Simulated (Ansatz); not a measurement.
**ClHOSn with the probe H2: a probe moved round a molecule**

A grid of calculations on ClHOSn (SMILES [OH][Sn][Cl]) with the probe H2, to see where the energy is lowest and how it rises around there.

Method: RKS PBE0-D4/def2-SVPD; program: Ansatz 0.2.0.

## 1. Where the work starts

SMILES `[OH][Sn][Cl]`, 4 atoms, charge 0, spin multiplicity 1.

Atoms are counted from 1 here; the program's logs count them from 0.

Bond lengths: O1–Sn2 2.043 Å, O1–H4 0.976 Å, Sn2–Cl3 2.424 Å. Angles: Sn2–O1–H4 113.8°, O1–Sn2–Cl3 94.3°.

Coordinates:

```
O    -0.4249    0.5881   -0.7303
Sn   -0.2971   -0.6491    0.8905
Cl    2.1134   -0.8692    0.7592
H    -1.3358    0.8700   -0.9397
```

## 2. Geometry optimisation

Contents of input.yaml:

```yaml
crystal:
  periodic: [false, false, false]
  atoms:
    - { symbol: O, position_ang: [-0.424927, 0.588096, -0.730339] }
    - { symbol: Sn, position_ang: [-0.297055, -0.649127, 0.890503] }
    - { symbol: Cl, position_ang: [2.113372, -0.869243, 0.759206] }
    - { symbol: H, position_ang: [-1.33579, 0.869974, -0.93967] }
basis:
  gaussian: { orbitals: def2-SVPD }
hamiltonian:
  xc: pbe0
  dispersion: d4
output:
  forces: true
relax:
  f_tol: 0.003
  max_steps: 120
```

Started as:

```sh
$ ansatz run input.yaml --threads 1 --pin off --max-ram 2560MiB --backend cpu --events-out ev --progress --plain --runs-dir out
```

The program printed, cut to the lines that bear on the results:

```text
Warning: RAYON_NUM_THREADS=1 ignored (pool sized by the plan → 1); use --threads N
[...]
Functional definition: PBE0
[...]
1038 factors; integrals over basis functions are off by at most 4.0e-4 eV
[...]
mean field -20408.25357720 eV, -749.9894857508 hartree, gradient 1.6e-5 eV, S^2 0.000000; 0 other end points of the search recorded, 0 dependent functions left out
[...]
reference -20408.25360689 eV, -749.9894868420 hartree; 24, 24 occupied and 66, 66 virtual orbitals, 1038 factors
relax step   1: F+E_penalty+E_count = -20408.33010299 eV  Δ(F+E_penalty+E_count) = +0.000e0 eV  max|allowed force component| = 5.904e-1 eV/Å  Δτ_max = 0.0000 Å  (26 SCF iters, accepted)
[...]
relax step   4: F+E_penalty+E_count = -20408.34802315 eV  Δ(F+E_penalty+E_count) = -2.334e-4 eV  max|allowed force component| = 6.269e-3 eV/Å  Δτ_max = 0.0071 Å  (31 SCF iters, accepted)
[...]
relax step   5: F+E_penalty+E_count = -20408.34803417 eV  Δ(F+E_penalty+E_count) = -1.102e-5 eV  max|allowed force component| = 1.545e-3 eV/Å  Δτ_max = 0.0029 Å  (24 SCF iters, accepted)
1038 factors; integrals over basis functions are off by at most 3.5e-4 eV
mean field -20408.27100833 eV, -749.9901263331 hartree, gradient 2.6e-5 eV, S^2 0.000000; 1 other end points of the search recorded, 0 dependent functions left out
[...]
reference -20408.27103799 eV, -749.9901274232 hartree; 24, 24 occupied and 66, 66 virtual orbitals, 1038 factors
Total energy: -20408.34806384 eV, -749.9929580708 hartree
Atom 0 at    -0.426294     0.568967    -0.703924 Å, force    -0.001119     0.001545     0.000075 eV/Å
Atom 1 at    -0.299432    -0.647502     0.888963 Å, force     0.001531     0.000155    -0.000193 eV/Å
Atom 2 at     2.090027    -0.851866     0.739984 Å, force    -0.000878    -0.000587     0.000349 eV/Å
Atom 3 at    -1.308701     0.870101    -0.945323 Å, force     0.000466    -0.001113    -0.000231 eV/Å
Dipole moment:    -0.867971    -0.087828     0.270237 e Å
```

It took 24 s on 1 thread of Arm Neoverse V1, shared host; peak memory 0.19 GiB.

Step by step:

```csv
step,energy from step 1 (eV),largest force component (eV/Å)
1,0.0000,0.5904
2,-0.0162,0.1976
3,-0.0177,0.0336
4,-0.0179,0.0063
5,-0.0179,0.0015
```

Close pairs (by a distance rule), those that changed most:

```csv
bond,before (Å),after (Å),change (Å)
O1–Sn2,2.043,2.008,-0.035
Sn2–Cl3,2.424,2.403,-0.021
O1–H4,0.976,0.963,-0.013
```

## 3. Reference run: H2, relaxed

Contents of input.yaml:

```yaml
crystal:
  periodic: [false, false, false]
  atoms:
    - { symbol: H, position_ang: [0.0, 0.0, -0.02378] }
    - { symbol: H, position_ang: [0.0, 0.0, 0.74378] }
basis:
  gaussian: { orbitals: def2-SVPD }
hamiltonian:
  xc: pbe0
  dispersion: d4
output:
  forces: true
relax:
  f_tol: 0.003
  max_steps: 120
```

Started as:

```sh
$ ansatz run input.yaml --threads 1 --pin off --max-ram 2560MiB --backend cpu --events-out ev --progress --plain --runs-dir out
```

The program printed, cut to the lines that bear on the results:

```text
Warning: RAYON_NUM_THREADS=1 ignored (pool sized by the plan → 1); use --threads N
[...]
[... 1 set-up line as earlier in the session ...]
[...]
128 factors; their error is unknown
[...]
mean field -31.66711906 eV, -1.1637451608 hartree, gradient 3.2e-5 eV, S^2 0.000000; 0 other end points of the search recorded, 0 dependent functions left out
[...]
reference -31.66712991 eV, -1.1637455595 hartree; 1, 1 occupied and 15, 15 virtual orbitals, 128 factors
relax step   1: F+E_penalty+E_count = -31.66873680 eV  Δ(F+E_penalty+E_count) = +0.000e0 eV  max|allowed force component| = 2.490e-1 eV/Å  Δτ_max = 0.0000 Å  (16 SCF iters, accepted)
[...]
relax step   2: F+E_penalty+E_count = -31.66963286 eV  Δ(F+E_penalty+E_count) = -8.961e-4 eV  max|allowed force component| = 1.326e-2 eV/Å  Δτ_max = 0.0038 Å  (16 SCF iters, accepted)
[...]
relax step   3: F+E_penalty+E_count = -31.66963533 eV  Δ(F+E_penalty+E_count) = -2.469e-6 eV  max|allowed force component| = 2.594e-5 eV/Å  Δτ_max = 0.0002 Å  (11 SCF iters, accepted)
128 factors; their error is unknown
[...]
mean field -31.66802246 eV, -1.1637783600 hartree, gradient 1.6e-5 eV, S^2 0.000000; 1 other end points of the search recorded, 0 dependent functions left out
[...]
reference -31.66803327 eV, -1.1637787575 hartree; 1, 1 occupied and 15, 15 virtual orbitals, 128 factors
Total energy: -31.66964615 eV, -1.1638380294 hartree
Atom 0 at     0.000000    -0.000000    -0.020199 Å, force    -0.000000    -0.000000     0.000026 eV/Å
Atom 1 at    -0.000000     0.000000     0.740199 Å, force    -0.000000    -0.000000    -0.000026 eV/Å
Dipole moment:    -0.000000     0.000000     0.000000 e Å
```

Wall time 0.26 s (1 thread of Arm Neoverse V1, shared host); peak memory 0.065 GiB.

Relaxation path:

```csv
step,energy from step 1 (eV),largest force component (eV/Å)
1,0.0000,0.2490
2,-0.0009,0.0133
3,-0.0009,0.0000
```

The bond:

```csv
bond,before (Å),after (Å),change (Å)
H1–H2,0.768,0.760,-0.007
```

## 4. Setting up the map

The probe is moved over a plane parallel to the molecule's main plane, 2.10 Å above it (x and y are the axes of that plane, centred on the molecule).

- x of the probe's H atom: 13 values from −3.48 to 3.48 Å
- y of the probe's H atom: 11 values from −2.90 to 2.90 Å

Nothing else is relaxed (molecule and probe rigid, the probe upright with H nearest the plane). Energies count from molecule and probe far apart, each relaxed in its own basis (no counterpoise correction). Points are written as (first, second).

The probe H2 moves over a plane: parallel to the molecule's main plane, 2.10 Å above it. The molecule is turned into the frame of its main axes, as the inputs below show.

Below, 3 of the grid's runs; all are launched alike.

## 5. Point (2.90 Å, 2.32 Å)

Contents of input.yaml:

```yaml
crystal:
  periodic: [false, false, false]
  atoms:
    - { symbol: O, position_ang: [1.486772, 0.602722, 0.0] }
    - { symbol: Sn, position_ang: [0.24889, -0.978677, 0.0] }
    - { symbol: Cl, position_ang: [-1.735662, 0.375954, 0.0] }
    - { symbol: H, position_ang: [2.430348, 0.409697, -0.001925] }
    - { symbol: H, position_ang: [2.9, 2.32, 2.1] }
    - { symbol: H, position_ang: [2.9, 2.32, 2.860398] }
basis:
  gaussian: { orbitals: def2-SVPD }
hamiltonian:
  xc: pbe0
  dispersion: d4
output:
  forces: true
```

Started as:

```sh
$ ansatz run input.yaml --threads 1 --pin off --max-ram 2560MiB --backend cpu --events-out ev --progress --plain --runs-dir out
```

The program printed, cut to the lines that bear on the results:

```text
Warning: RAYON_NUM_THREADS=1 ignored (pool sized by the plan → 1); use --threads N
[...]
[... 1 set-up line as earlier in the session ...]
[...]
1129 factors; integrals over basis functions are off by at most 1.4e-3 eV
[...]
mean field -20439.95310435 eV, -751.1544218872 hartree, gradient 8.1e-5 eV, S^2 0.000000; 0 other end points of the search recorded, 0 dependent functions left out
[...]
reference -20439.95313739 eV, -751.1544231014 hartree; 25, 25 occupied and 81, 81 virtual orbitals, 1129 factors
Total energy: -20440.04150334 eV, -751.1576704901 hartree
Atom 0 at     1.486772     0.602722     0.000000 Å, force     0.016413     0.018866     0.002076 eV/Å
Atom 1 at     0.248890    -0.978677     0.000000 Å, force    -0.002888     0.002360     0.002373 eV/Å
Atom 2 at    -1.735662     0.375954     0.000000 Å, force     0.002487    -0.001729     0.000420 eV/Å
Atom 3 at     2.430348     0.409697    -0.001925 Å, force    -0.002786    -0.014324    -0.000545 eV/Å
Atom 4 at     2.900000     2.320000     2.100000 Å, force    -0.035389    -0.004730    -0.013427 eV/Å
Atom 5 at     2.900000     2.320000     2.860398 Å, force     0.022163    -0.000442     0.009102 eV/Å
Dipole moment:     0.556283    -0.715801    -0.005434 e Å
```

Run time: 4.8 s. Hardware: 1 thread of Arm Neoverse V1, shared host; peak memory 0.21 GiB.

Energy on the map's scale: −2.3 kJ/mol.

## 6. The run at (−3.48 Å, 1.74 Å)

input.yaml: that of step 5 with these lines changed.

```diff
@@ -7,4 +7,4 @@
     - { symbol: H, position_ang: [2.430348, 0.409697, -0.001925] }
-    - { symbol: H, position_ang: [2.9, 2.32, 2.1] }
-    - { symbol: H, position_ang: [2.9, 2.32, 2.860398] }
+    - { symbol: H, position_ang: [-3.48, 1.74, 2.1] }
+    - { symbol: H, position_ang: [-3.48, 1.74, 2.860398] }
 basis:
```

Started as:

```sh
$ ansatz run input.yaml --threads 1 --pin off --max-ram 2560MiB --backend cpu --events-out ev --progress --plain --runs-dir out
```

The program printed, cut to the lines that bear on the results:

```text
Warning: RAYON_NUM_THREADS=1 ignored (pool sized by the plan → 1); use --threads N
[...]
[... 1 set-up line as earlier in the session ...]
[...]
1129 factors; integrals over basis functions are off by at most 1.4e-3 eV
[...]
mean field -20439.95245305 eV, -751.1543979521 hartree, gradient 8.1e-5 eV, S^2 0.000000; 0 other end points of the search recorded, 0 dependent functions left out
[...]
reference -20439.95248780 eV, -751.1543992291 hartree; 25, 25 occupied and 81, 81 virtual orbitals, 1129 factors
Total energy: -20440.04222724 eV, -751.1576970928 hartree
Atom 0 at     1.486772     0.602722     0.000000 Å, force    -0.001982    -0.002501    -0.001718 eV/Å
Atom 1 at     0.248890    -0.978677     0.000000 Å, force     0.006430    -0.001038    -0.000530 eV/Å
Atom 2 at    -1.735662     0.375954     0.000000 Å, force     0.001467    -0.001516    -0.015346 eV/Å
Atom 3 at     2.430348     0.409697    -0.001925 Å, force    -0.000422     0.000384     0.001341 eV/Å
Atom 4 at    -3.480000     1.740000     2.100000 Å, force     0.017936    -0.012077     0.002721 eV/Å
Atom 5 at    -3.480000     1.740000     2.860398 Å, force    -0.023429     0.016748     0.013531 eV/Å
Dipole moment:     0.580877    -0.722561    -0.011025 e Å
```

Wall time 4.9 s (1 thread of Arm Neoverse V1, shared host); peak memory 0.21 GiB.

Energy on the map's scale: −2.4 kJ/mol.

## 7. The run at (0.58 Å, 1.74 Å)

input.yaml: that of step 6 with these lines changed.

```diff
@@ -7,4 +7,4 @@
     - { symbol: H, position_ang: [2.430348, 0.409697, -0.001925] }
-    - { symbol: H, position_ang: [-3.48, 1.74, 2.1] }
-    - { symbol: H, position_ang: [-3.48, 1.74, 2.860398] }
+    - { symbol: H, position_ang: [0.58, 1.74, 2.1] }
+    - { symbol: H, position_ang: [0.58, 1.74, 2.860398] }
 basis:
```

Started as:

```sh
$ ansatz run input.yaml --threads 1 --pin off --max-ram 2560MiB --backend cpu --events-out ev --progress --plain --runs-dir out
```

The program printed, cut to the lines that bear on the results:

```text
Warning: RAYON_NUM_THREADS=1 ignored (pool sized by the plan → 1); use --threads N
[...]
[... 1 set-up line as earlier in the session ...]
[...]
1129 factors; integrals over basis functions are off by at most 1.4e-3 eV
[...]
mean field -20439.96277993 eV, -751.1547774580 hartree, gradient 7.6e-5 eV, S^2 0.000000; 0 other end points of the search recorded, 0 dependent functions left out
[...]
reference -20439.96281284 eV, -751.1547786674 hartree; 25, 25 occupied and 81, 81 virtual orbitals, 1129 factors
Total energy: -20440.06494036 eV, -751.1585317846 hartree
Atom 0 at     1.486772     0.602722     0.000000 Å, force     0.002886     0.007004    -0.048038 eV/Å
Atom 1 at     0.248890    -0.978677     0.000000 Å, force    -0.013618    -0.031611    -0.003596 eV/Å
Atom 2 at    -1.735662     0.375954     0.000000 Å, force     0.008520     0.000683    -0.003730 eV/Å
Atom 3 at     2.430348     0.409697    -0.001925 Å, force     0.000643     0.003258     0.008179 eV/Å
Atom 4 at     0.580000     1.740000     2.100000 Å, force     0.030360     0.000645    -0.022615 eV/Å
Atom 5 at     0.580000     1.740000     2.860398 Å, force    -0.028791     0.020021     0.069800 eV/Å
Dipole moment:     0.568550    -0.719519    -0.027758 e Å
```

It took 5.2 s on 1 thread of Arm Neoverse V1, shared host; peak memory 0.21 GiB.

Energy on the map's scale: −4.6 kJ/mol.

## 8. All points together

143 points were computed. Energies in kJ/mol, from molecule and probe far apart, each relaxed in its own basis (no counterpoise correction):

```
y of the probe's H atom (Å) ↓, x of the probe's H atom (Å) →  −3.48  −2.90  −2.32  −1.74  −1.16  −0.58  0.00  0.58  1.16  1.74  2.32  2.90  3.48
                                                        2.90   −1.7   −2.2   −2.4   −2.6   −2.8   −3.0  −3.2  −3.3  −3.2  −2.9  −2.4  −1.8  −1.2
                                                        2.32   −2.3   −2.4   −2.2   −2.2   −2.7   −3.6  −4.2  −4.5  −4.4  −3.9  −3.1  −2.3  −1.6
                                                        1.74   −2.4   −1.4    0.4    1.3    0.0   −2.4  −4.0  −4.6  −4.3  −3.7  −2.9  −2.2  −1.7
                                                        1.16   −1.8    1.2    6.4    9.5    7.1    1.9  −1.4  −1.9  −1.3  −0.9  −1.0  −1.3  −1.4
                                                        0.58   −1.2    3.6   12.2   18.0   15.1    8.0   3.8   3.3   3.6   3.0   1.5  −0.2  −1.1
                                                        0.00   −1.4    3.1   11.5   18.0   16.7   12.3  10.9  10.3   8.1   5.1   2.1  −0.2  −1.3
                                                       −0.58   −2.1    0.3    5.3   10.1   11.9   14.1  18.5  18.0  11.7   5.2   1.0  −1.2  −1.8
                                                       −1.16   −2.6   −2.1   −0.2    2.6    6.3   12.8  20.1  19.8  11.8   4.0  −0.4  −2.0  −2.1
                                                       −1.74   −2.5   −2.8   −2.5   −1.2    2.0    7.7  13.3  13.2   7.5   1.6  −1.5  −2.4  −2.1
                                                       −2.32   −2.1   −2.7   −3.0   −2.6   −0.9    2.2   5.2   5.3   2.4  −0.7  −2.3  −2.4  −1.9
                                                       −2.90   −1.5   −2.1   −2.6   −2.8   −2.3   −1.1   0.1   0.1  −0.9  −2.1  −2.4  −2.1  −1.6
```

On the same grid, dipole moment (D):

```tsv
y of the probe's H atom (Å) ↓, x of the probe's H atom (Å) →	−3.48	−2.90	−2.32	−1.74	−1.16	−0.58	0.00	0.58	1.16	1.74	2.32	2.90	3.48
2.90	4.42	4.43	4.44	4.44	4.43	4.42	4.41	4.41	4.41	4.39	4.38	4.37	4.36
2.32	4.44	4.45	4.47	4.46	4.44	4.42	4.41	4.41	4.41	4.39	4.37	4.35	4.35
1.74	4.45	4.49	4.51	4.50	4.45	4.40	4.39	4.41	4.42	4.39	4.35	4.34	4.34
1.16	4.47	4.51	4.55	4.53	4.45	4.37	4.34	4.37	4.39	4.36	4.32	4.32	4.34
0.58	4.46	4.51	4.54	4.52	4.41	4.30	4.28	4.32	4.34	4.31	4.28	4.30	4.34
0.00	4.44	4.46	4.47	4.42	4.31	4.24	4.27	4.33	4.33	4.29	4.28	4.31	4.35
−0.58	4.40	4.40	4.37	4.32	4.26	4.29	4.40	4.46	4.44	4.37	4.34	4.36	4.38
−1.16	4.37	4.35	4.32	4.29	4.30	4.40	4.53	4.60	4.56	4.48	4.42	4.40	4.40
−1.74	4.36	4.34	4.32	4.32	4.36	4.47	4.57	4.61	4.59	4.53	4.46	4.43	4.42
−2.32	4.36	4.35	4.34	4.35	4.39	4.46	4.53	4.56	4.55	4.51	4.46	4.44	4.42
−2.90	4.36	4.36	4.36	4.37	4.40	4.44	4.47	4.49	4.49	4.47	4.45	4.43	4.42
```

The largest force on an atom (eV/Å) at each point:

| y of the probe's H atom (Å) ↓, x of the probe's H atom (Å) → | −3.48 | −2.90 | −2.32 | −1.74 | −1.16 | −0.58 | 0.00 | 0.58 | 1.16 | 1.74 | 2.32 | 2.90 | 3.48 |
| --- | --- | --- | --- | --- | --- | --- | --- | --- | --- | --- | --- | --- | --- |
| 2.90 | 0.03 | 0.03 | 0.03 | 0.03 | 0.03 | 0.04 | 0.04 | 0.05 | 0.05 | 0.05 | 0.04 | 0.03 | 0.02 |
| 2.32 | 0.03 | 0.03 | 0.05 | 0.06 | 0.05 | 0.04 | 0.04 | 0.05 | 0.07 | 0.07 | 0.06 | 0.04 | 0.02 |
| 1.74 | 0.03 | 0.08 | 0.17 | 0.23 | 0.19 | 0.10 | 0.05 | 0.08 | 0.12 | 0.12 | 0.08 | 0.05 | 0.03 |
| 1.16 | 0.05 | 0.20 | 0.42 | 0.56 | 0.47 | 0.26 | 0.12 | 0.14 | 0.21 | 0.21 | 0.14 | 0.08 | 0.04 |
| 0.58 | 0.09 | 0.31 | 0.65 | 0.87 | 0.74 | 0.42 | 0.27 | 0.26 | 0.29 | 0.27 | 0.16 | 0.10 | 0.05 |
| 0.00 | 0.09 | 0.30 | 0.63 | 0.85 | 0.75 | 0.44 | 0.44 | 0.44 | 0.32 | 0.25 | 0.14 | 0.09 | 0.04 |
| −0.58 | 0.06 | 0.18 | 0.39 | 0.54 | 0.49 | 0.48 | 0.75 | 0.75 | 0.49 | 0.23 | 0.11 | 0.05 | 0.02 |
| −1.16 | 0.04 | 0.08 | 0.16 | 0.23 | 0.26 | 0.58 | 0.91 | 0.90 | 0.56 | 0.24 | 0.07 | 0.03 | 0.01 |
| −1.74 | 0.03 | 0.04 | 0.06 | 0.08 | 0.20 | 0.46 | 0.71 | 0.70 | 0.44 | 0.19 | 0.05 | 0.02 | 0.02 |
| −2.32 | 0.03 | 0.03 | 0.03 | 0.04 | 0.11 | 0.26 | 0.39 | 0.39 | 0.25 | 0.11 | 0.03 | 0.02 | 0.02 |
| −2.90 | 0.02 | 0.02 | 0.02 | 0.02 | 0.04 | 0.10 | 0.16 | 0.16 | 0.11 | 0.04 | 0.02 | 0.02 | 0.02 |

## 9. Outcome

| quantity | value |
| --- | --- |
| lowest point | (0.58 Å, 1.74 Å), −4.6 kJ/mol |
| highest computed point | (0.00 Å, −1.16 Å), 24.6 kJ/mol above the lowest |
| dipole moment (D) | 4.24 at (−0.58 Å, 0.00 Å) to 4.61 at (0.58 Å, −1.74 Å); 4.41 at the lowest point |
| largest force on an atom (eV/Å) | 0.01 at (3.48 Å, −1.16 Å) to 0.91 at (0.00 Å, −1.16 Å); 0.08 at the lowest point |
| time for the whole task | 12 min on 1 thread, shared host |

What this shows: The lowest computed point is at (0.58 Å, 1.74 Å), −4.6 kJ/mol from molecule and probe far apart, each relaxed in its own basis (no counterpoise correction). The grid is coarse, so the lowest point of the scanned range may lie between grid points; coordinates that were held can hide deeper minima. A higher local minimum lies near (−2.32 Å, −2.32 Å) (1.6 kJ/mol above the lowest at that grid point). The highest computed point, (0.00 Å, −1.16 Å), lies 24.6 kJ/mol above the lowest. Near the minimum the curvatures are about 0.017 and 0.072 eV/Å² along the soft and the stiff direction. No counterpoise correction was made, so wells between separate parts tend to come out somewhat too deep.
